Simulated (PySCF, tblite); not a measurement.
# C₅H₇ClGaN: geometry, infrared bands and NMR shifts

Wanted: the infrared bands and NMR shifts of C₅H₇ClGaN (`CC#[N+][GaH2-][C]#CCCl`), by calculation.

The runs use tblite 0.8.0 and PySCF 2.14.0, with density-fitted response routines of our own; the level of theory stands in each step. All values are computed, except where a source is named. Atoms count from 0, in the outputs and in this text.

### 1 Starting geometry

15 atoms, charge 0, multiplicity 1; geometry from: force field or distance geometry start.

Bonds of the start (Å): C0–C1 1.47, C1–N2 1.15, N2–Ga3 1.87, Ga3–C4 1.94, C4–C5 1.21, C5–C6 1.46, C6–Cl7 1.78, C0–H8 1.11, C0–H9 1.12, C0–H10 1.10, Ga3–H11 1.60, Ga3–H12 1.62, C6–H13 1.11, C6–H14 1.11.

### 2 Relaxing the molecule with GFN2-xTB

What the job is given:

```
{"job": {"kind": "relax", "xc": "GFN2-xTB", "basis": "xTB"}, "charge": 0, "multiplicity": 1}
C      3.479900     0.693700     1.239400
C      2.421700    -0.067100     0.553700
N      1.609200    -0.682600     0.031600
Ga     0.262500    -1.649700    -0.843500
C     -1.429800    -0.708500    -0.675900
C     -2.479500    -0.116200    -0.590000
C     -3.743100     0.605800    -0.474500
Cl    -3.486600     2.112400     0.446800
H      3.915100     0.082300     2.056800
H      3.028100     1.620700     1.671200
H      4.260700     0.963100     0.510000
H      0.640500    -1.833500    -2.388100
H      0.123600    -3.104800    -0.135800
H     -4.122300     0.843600    -1.486300
H     -4.484500    -0.024800     0.062800
```

On the command line:

```console
> OMP_NUM_THREADS=1 python probes_run.py task.json out
```

The driver reads the jobs from task.json and runs them one after another.

Output:

```text
step      E/eV     max force
  0    -621.12329    2.333
  1    -621.24939    2.963
  2    -621.36900    2.200
  3    -621.41582    0.774
  4    -621.42254    1.651
  5    -621.44630    0.395
  6    -621.45848    0.389
  7    -621.46789    0.424
  8    -621.47395    0.212
  9    -621.47874    0.215
 10    -621.48276    0.173
 11    -621.48550    0.165
 12    -621.48767    0.165
 13    -621.49076    0.154
 14    -621.49447    0.165
 15    -621.49782    0.197
 16    -621.50003    0.153
 17    -621.50123    0.079
 18    -621.50193    0.071
 19    -621.50248    0.062
 20    -621.50291    0.072
 21    -621.50321    0.059
 22    -621.50342    0.037
 23    -621.50357    0.036
 24    -621.50374    0.034
 25    -621.50395    0.034
 26    -621.50421    0.048
 27    -621.50445    0.051
 28    -621.50461    0.032
 29    -621.50470    0.026
 30    -621.50479    0.029
 31    -621.50492    0.039
 32    -621.50509    0.052
 33    -621.50533    0.049
 34    -621.50562    0.050
 35    -621.50598    0.075
 36    -621.50637    0.083
 37    -621.50670    0.063
 38    -621.50688    0.030
 39    -621.50696    0.021
 40    -621.50701    0.029
 41    -621.50708    0.037
 42    -621.50720    0.040
 43    -621.50740    0.047
 44    -621.50764    0.059
 45    -621.50785    0.048
 46    -621.50802    0.045
 47    -621.50821    0.045
 48    -621.50844    0.055
 49    -621.50866    0.054
 50    -621.50879    0.027
 51    -621.50884    0.014
 52    -621.50886    0.017
 53    -621.50890    0.030
 54    -621.50896    0.034
 55    -621.50901    0.023
 56    -621.50904    0.012
 57    -621.50906    0.013
 58    -621.50909    0.016
 59    -621.50912    0.018
 60    -621.50917    0.021
 61    -621.50922    0.022
 62    -621.50930    0.029
 63    -621.50942    0.042
 64    -621.50959    0.047
 65    -621.50980    0.044
 66    -621.51001    0.042
 67    -621.51020    0.048
 68    -621.51043    0.048
 69    -621.51075    0.059
 70    -621.51124    0.074
 71    -621.51189    0.079
 72    -621.51272    0.084
 73    -621.51393    0.108
 74    -621.51572    0.180
 75    -621.51320    0.938
 76    -621.51918    0.195
 77    -621.52005    0.307
 78    -621.52344    0.251
 79    -621.52515    0.497
 80    -621.52720    0.196
 81    -621.52843    0.251
 82    -621.52932    0.366
 83    -621.53120    0.197
 84    -621.53231    0.231
 85    -621.53376    0.167
 86    -621.53508    0.258
 87    -621.53606    0.077
 88    -621.53694    0.274
 89    -621.53820    0.142
 90    -621.53944    0.200
 91    -621.54181    0.319
 92    -621.54490    0.209
 93    -621.54641    0.513
 94    -621.54998    0.137
 95    -621.55192    0.531
 96    -621.55673    0.352
 97    -621.56043    0.383
 98    -621.56440    0.633
 99    -621.56716    0.423
100    -621.56963    0.418
101    -621.54420    0.620
102    -621.57155    0.147
103    -621.57221    0.091
104    -621.57303    0.054
105    -621.57325    0.073
106    -621.57353    0.058
107    -621.57366    0.087
108    -621.57389    0.071
109    -621.57402    0.036
110    -621.57407    0.039
111    -621.57412    0.037
112    -621.57415    0.020
113    -621.57416    0.008
```

It took 0.76 s on 1 thread of Arm Neoverse V2, shared host; peak memory 0.18 GiB.

The steps of the relaxation: (not every step is listed)

| step | energy from step 0 (eV) | largest force (eV/Å) |
| --- | --- | --- |
| 0 | 0.0000 | 2.3332 |
| 1 | -0.1261 | 2.9632 |
| 2 | -0.2457 | 2.2004 |
| 3 | -0.2925 | 0.7740 |
| 4 | -0.2993 | 1.6509 |
| 5 | -0.3230 | 0.3954 |
| 6 | -0.3352 | 0.3895 |
| 7 | -0.3446 | 0.4243 |
| 8 | -0.3507 | 0.2119 |
| 18 | -0.3786 | 0.0710 |
| 28 | -0.3813 | 0.0323 |
| 38 | -0.3836 | 0.0297 |
| 48 | -0.3851 | 0.0549 |
| 58 | -0.3858 | 0.0161 |
| 68 | -0.3871 | 0.0480 |
| 78 | -0.4002 | 0.2506 |
| 88 | -0.4136 | 0.2737 |
| 98 | -0.4411 | 0.6332 |
| 108 | -0.4506 | 0.0712 |
| 109 | -0.4507 | 0.0357 |
| 110 | -0.4508 | 0.0392 |
| 111 | -0.4508 | 0.0369 |
| 112 | -0.4509 | 0.0202 |
| 113 | -0.4509 | 0.0084 |

Distances of close pairs at the start and the end, largest changes first:

| bond | before (Å) | after (Å) | change (Å) |
| --- | --- | --- | --- |
| N2–Ga3 | 1.875 | 2.049 | +0.174 |
| Ga3–H12 | 1.624 | 1.537 | -0.087 |
| Ga3–H11 | 1.601 | 1.537 | -0.064 |
| C0–C1 | 1.473 | 1.419 | -0.054 |
| C0–H9 | 1.118 | 1.094 | -0.024 |
| C6–Cl7 | 1.784 | 1.808 | +0.023 |
| Ga3–C4 | 1.944 | 1.966 | +0.023 |
| C6–H14 | 1.112 | 1.091 | -0.020 |

The next job starts from the end point, and lists it.

### 3 Vibrational analysis with GFN2-xTB

What the job is given:

```
{"job": {"kind": "ir", "xc": "GFN2-xTB", "basis": "xTB"}, "charge": 0, "multiplicity": 1}
C      1.997484     0.977817     1.058793
C      1.833411    -0.236097     0.342892
N      1.690604    -1.217518    -0.237321
Ga     0.346773    -2.400699    -1.234004
C     -1.100073    -1.127180    -0.845072
C     -1.787139    -0.196916    -0.480988
C     -2.566614     0.924913    -0.021464
Cl    -1.503516     2.075175     0.880700
H      2.359456     0.774065     2.066094
H      1.021917     1.469715     1.115827
H      2.701014     1.627848     0.539387
H      0.938711    -2.369236    -2.652352
H      0.403609    -3.680669    -0.384823
H     -2.994429     1.493531    -0.849035
H     -3.345623     0.619791     0.679455
```

Output:

```text
mode    cm-1     km/mol
  1      27.3      6.87
  2      52.9      0.96
  3      56.7      0.94
  4      70.2     13.13
  5      95.0      2.59
  6     109.5      0.02
  7     120.7      7.32
  8     217.6     34.00
  9     232.7      4.50
 10     294.0      4.83
 11     333.6     25.48
 12     354.4      7.47
 13     378.9      1.38
 14     414.1     99.78
 15     448.7     83.93
 16     469.7      6.58
 17     550.3    328.06
 18     672.9      0.26
 19     705.3    431.00
 20     886.7      0.50
 21     977.9     30.49
 22     986.0     15.42
 23    1017.7      6.81
 24    1030.4     14.26
 25    1104.4      0.10
 26    1203.7     27.10
 27    1350.4     35.27
 28    1380.3     12.69
 29    1381.5     17.40
 30    1397.3      0.98
 31    1763.5    116.26
 32    1793.3    537.62
 33    2242.7     49.04
 34    2358.3    275.88
 35    2959.2      1.30
 36    2959.9     46.89
 37    2963.4     25.23
 38    3017.7      1.36
 39    3018.2      1.63
```

It took 0.51 s on 1 thread of Arm Neoverse V2, shared host; peak memory 0.18 GiB.

Which atoms move in the most intense modes:

| cm⁻¹ | km/mol | atoms |
| --- | --- | --- |
| 414 | 99.8 | H12 34 %, H11 34 %, N2 18 % |
| 449 | 83.9 | H12 42 %, H11 42 %, C4 13 % |
| 550 | 328.1 | H12 48 %, H11 48 % |
| 705 | 431.0 | H11 49 %, H12 49 % |
| 1764 | 116.3 | H11 50 %, H12 49 % |
| 1793 | 537.6 | H12 50 %, H11 48 % |
| 2243 | 49.0 | C5 55 %, C4 44 % |
| 2358 | 275.9 | C1 61 %, N2 38 % |

### 4 Nuclear shieldings: PBE0/pcSseg-1

The job, as its differences from that of step 3:

```diff
@@ -1,2 +1,2 @@
-{"job": {"kind": "ir", "xc": "GFN2-xTB", "basis": "xTB"}, "charge": 0, "multiplicity": 1}
+{"job": {"kind": "nmr", "xc": "PBE0", "basis": "pcSseg-1"}, "charge": 0, "multiplicity": 1}
 C      1.997484     0.977817     1.058793
```

Level: GIAO PBE0/pcSseg-1 NMR shielding, non-relativistic, gas phase.

Output:

```text
coarse grid: 62056 points
cycle   1  E = -2633.3868356489  dE =  3.629e-01  |g| = 1.060e+00  |ddm| = 3.935e+00
cycle   2  E = -2633.2146014574  dE =  1.722e-01  |g| = 1.412e+00  |ddm| = 1.625e+00
cycle   3  E = -2633.4755539113  dE = -2.610e-01  |g| = 4.178e-01  |ddm| = 1.035e+00
cycle   4  E = -2633.5126827152  dE = -3.713e-02  |g| = 9.304e-02  |ddm| = 2.942e-01
cycle   5  E = -2633.5141466779  dE = -1.464e-03  |g| = 1.532e-02  |ddm| = 7.022e-02
cycle   6  E = -2633.5141811178  dE = -3.444e-05  |g| = 8.149e-03  |ddm| = 1.743e-02
cycle   7  E = -2633.5141947269  dE = -1.361e-05  |g| = 3.165e-03  |ddm| = 7.151e-03
cycle   8  E = -2633.5141970421  dE = -2.315e-06  |g| = 3.686e-04  |ddm| = 2.498e-03
final grid: 129672 points
cycle   9  E = -2633.5142078155  dE =  3.342e-08  |g| = 5.921e-04  |ddm| = 1.829e-03
cycle  10  E = -2633.5142074864  dE =  3.291e-07  |g| = 1.308e-03  |ddm| = 1.287e-03
cycle  11  E = -2633.5142078971  dE = -4.107e-07  |g| = 1.447e-04  |ddm| = 8.956e-04
cycle  12  E = -2633.5142079018  dE = -4.730e-09  |g| = 1.640e-05  |ddm| = 1.097e-04
cycle  13  E = -2633.5142079018  dE = -5.002e-11  |g| = 7.465e-06  |ddm| = 1.489e-05
converged SCF energy = -2633.5142079018

GIAO shielding tensors (ppm)
atom      isotropic    diamagn.    paramagn.     s11        s22        s33       span
  0 C      184.618     251.122     -66.505    172.429    180.159    201.265     28.836
  1 C       52.790     270.838    -218.048    -62.955    -53.571    274.895    337.850
  2 N       21.840     340.534    -318.694   -128.630   -123.167    317.316    445.946
  3 Ga    1535.728    2638.539   -1102.811   1471.949   1492.004   1643.232    171.283
  4 C       69.158     269.995    -200.837    -21.056     -7.603    236.134    257.190
  5 C       80.540     270.270    -189.730    -24.479     -9.989    276.089    300.568
  6 C      145.161     250.309    -105.149    122.538    138.724    174.220     51.682
  7 Cl     768.493    1149.623    -381.130    446.259    775.165   1084.054    637.795
  8 H       29.540      26.861       2.679     25.004     26.741     36.876     11.872
  9 H       28.001      31.322      -3.321     20.702     25.370     37.930     17.228
 10 H       29.537      27.048       2.489     25.012     26.745     36.854     11.842
 11 H       27.572      29.018      -1.445     21.441     22.640     38.635     17.194
 12 H       27.588      28.955      -1.367     21.443     22.640     38.682     17.239
 13 H       27.306      28.582      -1.275     21.211     26.659     34.049     12.838
 14 H       27.293      28.516      -1.223     21.200     26.654     34.025     12.825
```

It took 46 s on 1 thread of Arm Neoverse V2, shared host; peak memory 0.93 GiB.

Shifts follow as δ = σ(reference) − σ, with reference shieldings (ppm) from runs at the same level and on the same kind of geometry: 1H TMS 31.72, 13C TMS 186.9, 15N NH3 267.7, 35Cl HCl 950. The references are single molecules in the gas phase, so shifts against H2O, NH3, PH3, H3PO4 or CFCl3 are not on the usual liquid scales and can be off by tens of ppm. Atoms listed in one row are averaged.

| atoms | environment | σ (ppm) | δ (ppm) |
| --- | --- | --- | --- |
| C1 | nitrilium-type carbon | 52.8 | 134.1 |
| C4 | alkyne carbon | 69.2 | 117.8 |
| C5 | alkyne carbon | 80.5 | 106.4 |
| C6 | propargylic sp3 CH2 bonded to Cl | 145.2 | 41.8 |
| C0 | methyl carbon α to a nitrile | 184.6 | 2.3 |
| H13, H14 | hydrogen on a propargylic sp3 CH2 bonded to Cl | 27.30 | 4.42 |
| H11, H12 | hydrogen on a Ga bonded to C, N | 27.58 | 4.14 |
| H8, H9, H10 | hydrogen on a methyl carbon α to a nitrile | 29.03 | 2.69 |
| N2 | donor nitrogen of a Lewis adduct | 21.8 | 245.9 |
| Ga3 | Ga bonded to C, N, 2 H | 1536 | – |
| Cl7 | chlorine bonded to C | 768 | 181 |

The run also stored atomic charges by several schemes (e):

| atoms | Mulliken | IAO | Hirshfeld | ESP fit |
| --- | --- | --- | --- | --- |
| C0 | -0.21 | -0.47 | -0.07 | -0.63 |
| C1 | 0.24 | 0.28 | 0.19 | 0.54 |
| N2 | -0.48 | -0.17 | -0.11 | -0.40 |
| Ga3 | 0.66 | 0.44 | 0.30 | 0.71 |
| C4 | -0.42 | -0.30 | -0.21 | -0.46 |
| C5 | -0.07 | -0.09 | -0.09 | 0.06 |
| C6 | -0.16 | -0.24 | -0.02 | -0.22 |
| Cl7 | -0.19 | -0.13 | -0.06 | -0.20 |

Mayer bond orders: C0–C1 1.08, C1–N2 2.73, N2–Ga3 0.28, Ga3–C4 0.73, C4–C5 2.63, C5–C6 1.05, C6–Cl7 0.97.

The fields below are evaluated on a grid from the run's orbitals.

Frontier orbitals at PBE0/pcSseg-1, with the share of their density that lies nearest to each atom:

| orbital | energy (eV) | lies on |
| --- | --- | --- |
| HOMO | -7.16 | C4, C5 about 28 % each; H11, H12 about 16 % each |
| LUMO | -0.92 | C1 33 %; N2 23 %; Ga3 8 % |

ELF in a plane through or near 9 of the atoms.

Ten even steps from ' ' (0.00) to '@' (1.00):
```
                                                        
                                                        
                                                        
                                                        
                ..::::..::==    ....--====--..          
              ..==**++++@@@@::  ++**##%%%%##==          
              ..====##--@@@@--::%%**==::%%%%++..        
              ..==####**##%%  --%%++==::##==..          
            ..==++::--**--    ..--++##%%**::            
            --**##==--**==    ....::++::..**==..        
          ..==**##::**##::  ==##**++@@++..**==..        
          ..==##%%==%%**  ::**%%**@@::##--::..          
            ..==****--  ..##--++##%%##++..              
                  ..==##++::%%==**##**++..              
                ::..==****..####**++==::                
                ::--..........--::....                  
                ....::::..                              
                                                        
                                                        
                                                        
```
The map spans 11.9 Å across and 11.1 Å up, centred on the molecule. Atoms in the plane (x, y in Å): C0 (-1.5, 2.0), C1 (-1.8, 0.6), N2 (-2.0, -0.5), Ga3 (-1.1, -2.4), C4 (0.7, -1.6), C5 (1.6, -0.9), C6 (2.8, 0.1), Cl7 (2.2, 1.8), H9 (-0.4, 2.1).

log10 of the density (e/Å³) in the same plane.

Ten even steps from '0' (-4.0) to '9' (1.9):
```
0000000000000000000000000000
0000000000000000000000000000
0000000011111000001100000000
0000001223332211222322100000
0000012344544433344443210000
0000023456666544566654321000
0000023456977655678765431000
0000123456766545679765432000
0000123567765434566665432100
0000134567765444556776543200
0000134578765455667776543200
0000134577765566797655432100
0000123456665679776543321000
0000012345798667665432210000
0000012346898655544321000000
0000012345666544333210000000
0000012334444332221000000000
0000001223333211000000000000
0000000111221100000000000000
0000000000000000000000000000
```
The map spans 11.9 Å across and 11.1 Å up, centred on the molecule. Atoms in the plane (x, y in Å): C0 (-1.5, 2.0), C1 (-1.8, 0.6), N2 (-2.0, -0.5), Ga3 (-1.1, -2.4), C4 (0.7, -1.6), C5 (1.6, -0.9), C6 (2.8, 0.1), Cl7 (2.2, 1.8), H9 (-0.4, 2.1).

On the surface of density 0.002 e/bohr³ the electrostatic potential runs, from the 1st to the 99th percentile, from -1.16 V near C4 to 1.87 V near H8.

### 5 What came out

| quantity | value |
| --- | --- |
| strongest single infrared mode (GFN2-xTB) | 1793 cm⁻¹, 538 km/mol |
| zero-point energy (GFN2-xTB) | 59.2 kcal/mol |
| 13C shifts against TMS (PBE0/pcSseg-1) | 134.1, 117.8, 106.4, 41.8, 2.3 ppm |
| 1H shifts against TMS (PBE0/pcSseg-1, means over atoms taken as alike) | 4.42, 4.14, 2.69 ppm |
| 15N shifts against NH3 (PBE0/pcSseg-1) | 245.9 ppm |
| 35Cl shifts against HCl (PBE0/pcSseg-1) | 181 ppm |
| shieldings of Ga (PBE0/pcSseg-1) | Ga3 1535.7 ppm |
| surface potential, 1st and 99th percentile | -1.16 V and 1.87 V |

**Reading.** The optimisation took 113 steps and gained 0.451 eV; among the close pairs (by a distance rule), N2–Ga3 changed most, from 1.875 to 2.049 Å. All 39 modes are real, so the xTB geometry is a minimum. The strongest single mode, at 1793 cm⁻¹, moves mainly H12 and H11. GFN2-xTB is a fitted tight-binding method: band positions and strengths are rough. Its intensities can rank the bands wrongly. The most deshielded hydrogen is H13, H14 (mean) (hydrogen on a propargylic sp3 CH2 bonded to Cl), at 4.42 ppm: its carbon carries Cl, hence the downfield position. At PBE0/pcSseg-1: Shielding is most anisotropic at Cl7 (span 638 ppm, paramagnetic term -381 ppm). At PBE0/pcSseg-1, counted by nearest atom on the grid, the HOMO lies on C4, C5 about 28 % each; H11, H12 about 16 % each, the LUMO on C1 33 %; N2 23 %. Spin-orbit coupling is left out, which matters for shieldings and couplings at and beside the heavy atoms.
